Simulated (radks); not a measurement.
**Taking charge from the 6s level of Bi in fractions**

Aim: follow energy and eigenvalue as charge leaves the 6s level of Bi bit by bit, and test Janak's theorem, Slater's transition state and the straight-line condition.

Program: radks (a radial shooting solver on a logarithmic mesh, Libxc functionals) version 1. Level of theory: scalar-relativistic Kohn-Sham, PBEsol, spin-polarised, spherical densities, point nucleus; open shells are filled with parallel spins first. These are calculated values, not measurements, unless marked.

### Step 1. The atom as given

- element: bismuth (Z = 83)
- charge: 0
- electrons: 83
- configuration: [Xe] 4f14 5d10 6s(up 1, down 1) 6p3

A shell typed twice in an input gives spin up, then spin down.

### Step 2. Start: [Xe] 4f14 5d10 6s(up 1, down 1) 6p3

Input:

```text
Z 83
configuration [Xe] 4f14 5d10 6s1 6s1 6p3
relativity scalar-relativistic
functional pbe_sol,pbe_sol
spin polarised
nucleus point
c 137.035999084
```

### Step 3. 0.1 electron removed from 6s

Input:

```text
Z 83
configuration [Xe] 4f14 5d10 6s1 6s0.9 6p3
relativity scalar-relativistic
functional pbe_sol,pbe_sol
spin polarised
nucleus point
c 137.035999084
```

### Step 4. 0.2 electron removed from 6s

Input:

```text
Z 83
configuration [Xe] 4f14 5d10 6s1 6s0.8 6p3
relativity scalar-relativistic
functional pbe_sol,pbe_sol
spin polarised
nucleus point
c 137.035999084
```

### Step 5. 0.3 electron removed from 6s

Input:

```text
Z 83
configuration [Xe] 4f14 5d10 6s1 6s0.7 6p3
relativity scalar-relativistic
functional pbe_sol,pbe_sol
spin polarised
nucleus point
c 137.035999084
```

### Step 6. 0.4 electron removed from 6s

Input:

```text
Z 83
configuration [Xe] 4f14 5d10 6s1 6s0.6 6p3
relativity scalar-relativistic
functional pbe_sol,pbe_sol
spin polarised
nucleus point
c 137.035999084
```

### Step 7. 0.5 electron removed from 6s

Input:

```text
Z 83
configuration [Xe] 4f14 5d10 6s1 6s0.5 6p3
relativity scalar-relativistic
functional pbe_sol,pbe_sol
spin polarised
nucleus point
c 137.035999084
```

### Step 8. 0.6 electron removed from 6s

Input:

```text
Z 83
configuration [Xe] 4f14 5d10 6s1 6s0.4 6p3
relativity scalar-relativistic
functional pbe_sol,pbe_sol
spin polarised
nucleus point
c 137.035999084
```

### Step 9. 0.7 electron removed from 6s

Input:

```text
Z 83
configuration [Xe] 4f14 5d10 6s1 6s0.3 6p3
relativity scalar-relativistic
functional pbe_sol,pbe_sol
spin polarised
nucleus point
c 137.035999084
```

### Step 10. 0.8 electron removed from 6s

Input:

```text
Z 83
configuration [Xe] 4f14 5d10 6s1 6s0.2 6p3
relativity scalar-relativistic
functional pbe_sol,pbe_sol
spin polarised
nucleus point
c 137.035999084
```

### Step 11. 0.9 electron removed from 6s

Input:

```text
Z 83
configuration [Xe] 4f14 5d10 6s1 6s0.1 6p3
relativity scalar-relativistic
functional pbe_sol,pbe_sol
spin polarised
nucleus point
c 137.035999084
```

### Step 12. 1 electron removed from 6s

Input:

```text
Z 83
configuration [Xe] 4f14 5d10 6s1 6s0 6p3
relativity scalar-relativistic
functional pbe_sol,pbe_sol
spin polarised
nucleus point
c 137.035999084
```

Q: Predict the outcome of this session. Wanted: for each run, removed; E − E(0); eigenvalue; E minus straight line.

**Answer**, as computed:

| removed (e) | E − E(0) (eV) | eigenvalue (eV) | E minus straight line (eV) |
| --- | --- | --- | --- |
| 0 | 0.000 | -13.455 | 0.000 |
| 0.1 | 1.382 | -14.202 | -0.353 |
| 0.2 | 2.840 | -14.963 | -0.631 |
| 0.3 | 4.375 | -15.736 | -0.832 |
| 0.4 | 5.987 | -16.520 | -0.955 |
| 0.5 | 7.678 | -17.316 | -0.999 |
| 0.6 | 9.450 | -18.122 | -0.963 |
| 0.7 | 11.302 | -18.938 | -0.846 |
| 0.8 | 13.236 | -19.764 | -0.647 |
| 0.9 | 15.254 | -20.597 | -0.365 |
| 1 | 17.355 | -21.432 | 0.000 |

**Reading.** Removing the whole electron costs 17.355 eV, against 13.455 eV from minus the starting eigenvalue. Slater's transition state, half an electron removed, gives 17.316 eV. The trapezoid integral of minus the eigenvalue gives 17.360 eV over the range, against 17.355 eV from the energies (Janak's theorem; approximate here, since the scalar-relativistic density holds large components alone). The eigenvalue moves by 7.98 eV per electron. E bends below the straight line by 1.00 eV at 0.5 electron removed.
